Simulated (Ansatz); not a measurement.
# LiTlSe2: the cell at several levels of theory

Cell and atoms of LiTlSe2, ordered on the zincblende lattice (P-4m2) with 4 atoms a cell are relaxed in turn with PBE, r2SCAN, PBEsol, LDA and HSE06. This is a trial cell built on a prototype, not taken from a measured structure, and it needn't be the compound's ground state.

Code: Ansatz 0.2.0. PAW datasets, plane waves, zero pressure. The structure was generated, not taken from experiment, and needn't be the ground state; spin polarisation is off.

### 1 The structure to begin with

This is the cell as the run starts from it, not yet at rest; its lengths are not the crystal's.

Space group P-4m2 (No. 115), tetragonal; conventional cell a = 4.005 Å, c = 5.664 Å, 22.71 Å³ an atom. Around Li lie 4 Se at 2.45 Å; around Se lie 2 Li at 2.45 Å and 2 Tl at 2.45 Å; around Tl lie 4 Se at 2.45 Å.

Structure file:

Space group P-4m2 (No. 115). a = 4.005 Å, b = 4.005 Å, c = 5.664 Å, α = 90.00°, β = 90.00°, γ = 90.00°
| atom | site | symmetry | x | y | z |
| --- | --- | --- | --- | --- | --- |
| Li | 1a | -4m2 | 0.0000 | 0.0000 | 0.0000 |
| Se | 2g | 2mm. | 0.0000 | 0.5000 | 0.2500 |
| Tl | 1c | -4m2 | 0.5000 | 0.5000 | 0.5000 |

### 2 Relaxation with PBE

File input.yaml:

```yaml
crystal:
  lattice:
    - [4.0049157295, 0.0, 0.0]
    - [0.0, 4.0049157295, 0.0]
    - [0.0, 0.0, 5.6638061408]
  atoms:
    - { symbol: Li, position: [0.0, 0.0, 0.0] }
    - { symbol: Se, position: [0.0, 0.5, 0.25] }
    - { symbol: Tl, position: [0.5, 0.5, 0.5] }
    - { symbol: Se, position: [0.5, 0.0, 0.75] }
kpoints:
  mp_grid: { grid: [6, 6, 4] }
hamiltonian:
  xc: pbe
scf:
  occupations: { method: fermi_dirac, width: 0.02 }
relax:
  f_tol: 0.005
  cell: {}
```

The runs that follow: Relaxing with r2SCAN; Relaxing with PBEsol; Relaxation with LDA; Relaxing with HSE06.

**Question.** What will these runs give? Wanted: for each run, a; c; volume; space group; SCF geometries.

The runs gave:

| level | a (Å) | c (Å) | volume (Å³/atom) | space group | SCF geometries |
| --- | --- | --- | --- | --- | --- |
| PBE | 4.318 | 6.013 | 28.026 | P-4m2 | 6 |
| r2SCAN | 4.264 | 5.980 | 27.182 | P-4m2 | 6 |
| PBEsol | 4.245 | 5.903 | 26.590 | P-4m2 | 5 |
| LDA | 4.203 | 5.755 | 25.415 | P-4m2 | 8 |
| HSE06 | 4.259 | 5.975 | 27.098 | P-4m2 | 4 |

**Reading.** The first relaxation changed the volume by +23.4 % from the start. LDA gives the smallest cell and PBE the largest; they differ by 10.3 % in volume, a mean of 3.3 % in length. The meshes differ: PBE 6×6×4, r2SCAN 6×6×4, PBEsol 6×6×4, LDA 6×6×4, HSE06 4×4×4.
